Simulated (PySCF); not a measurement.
# SbO₂F: singlet, from a trigonal pyramidal start

The task is one start of a wider search on SbO₂F: the singlet, built as trigonal pyramidal. It is relaxed, tested by its Hessian and followed downhill if it is a saddle.

Method: PBE0, basis Sb def2-TZVP with ECP28, O def2-TZVP, F def2-TZVP, scalar-relativistic core potentials, no spin–orbit coupling, density fitting; program: PySCF 2.14.0.

## Step 1: The starting structure

4 atoms, charge 0, spin multiplicity 1.

Bond lengths: Sb1–O2 1.900 Å, Sb1–O3 1.900 Å, Sb1–F4 2.040 Å. Angles: O2–Sb1–O3 99.8°, O2–Sb1–F4 99.8°, O3–Sb1–F4 99.8°.

Coordinates in bohr (charge 0 multiplicity 1):
```
Sb   -0.0812    0.0000   -0.5137
O    -1.6663    2.7454    1.1719
O    -1.6663   -2.7454    1.1719
F     3.3226    0.0000    1.2961
```

## Step 2: Relaxing the singlet from the trigonal pyramidal start

One driver script runs all steps and calls PySCF; scf.py shows how it sets up the SCF of each step. The optimiser is the driver's own. Before each start the driver seeks the lowest SCF state from one or more starting densities and follows internal instabilities, so scf.py alone need not reach the same state.

The program finds Cs symmetry in the start, which this walk keeps. Threshold on the gradient: 0.0003 Eh/bohr, with a further test on the energy change.

scf.py reads:

```python
from pyscf import gto, scf, dft
mol = gto.M(atom='''
Sb    -0.042974     0.000000    -0.271855
O     -0.881774     1.452800     0.620145
O     -0.881774    -1.452800     0.620145
F      1.758226     0.000000     0.685845''',
    basis={'Sb': 'def2-TZVP', 'O': 'def2-TZVP', 'F': 'def2-TZVP'},
    ecp={'Sb': 'def2-TZVP'},
    charge=0, spin=0)
mf = dft.RKS(mol, xc='PBE0')
mf.grids.atom_grid = (50, 194)
aux = {'Sb': 'def2-universal-JKFIT', 'O': 'def2-universal-JKFIT', 'F': 'def2-universal-JKFIT'}
mf = mf.density_fit(auxbasis=aux)
mf.kernel()
```

Further steps of the session: Frequencies.

Before running it: what results should come out? Wanted: minimum; geometry; wavenumbers; dipole moment; highest occupied, lowest empty level; polar-tensor charge of Sb1; zero-point energy; atomisation energy.

As calculated:

```
                                 quantity                                                               value
                                  minimum                                                        singlet, C2v
                                 geometry  Sb–F 1.884 Å, Sb–O 1.785 Å (×2); F–Sb–O 108.1° (×2), O–Sb–O 143.9°
                       wavenumbers (cm⁻¹)          198 (b1), 210 (a1), 226 (b2), 652 (a1), 848 (a1), 927 (b2)
                            dipole moment                                                              0.17 D
     highest occupied, lowest empty level                                                     -9.64, -4.07 eV
               polar-tensor charge of Sb1                                                             +1.72 e
                        zero-point energy                                                         18.3 kJ/mol
                      entropy at 298.15 K                                                     302.2 J/(mol K)
atomisation energy (no zero-point energy)                                                         1039 kJ/mol
```

In words: The trigonal pyramidal start (Cs) ends in a minimum of C2v symmetry. The strongest infrared band lies at 652 cm⁻¹ (a1, stretch). Only this shape and spin were tried, so other structures or states may lie lower. Spin–orbit coupling is left out.
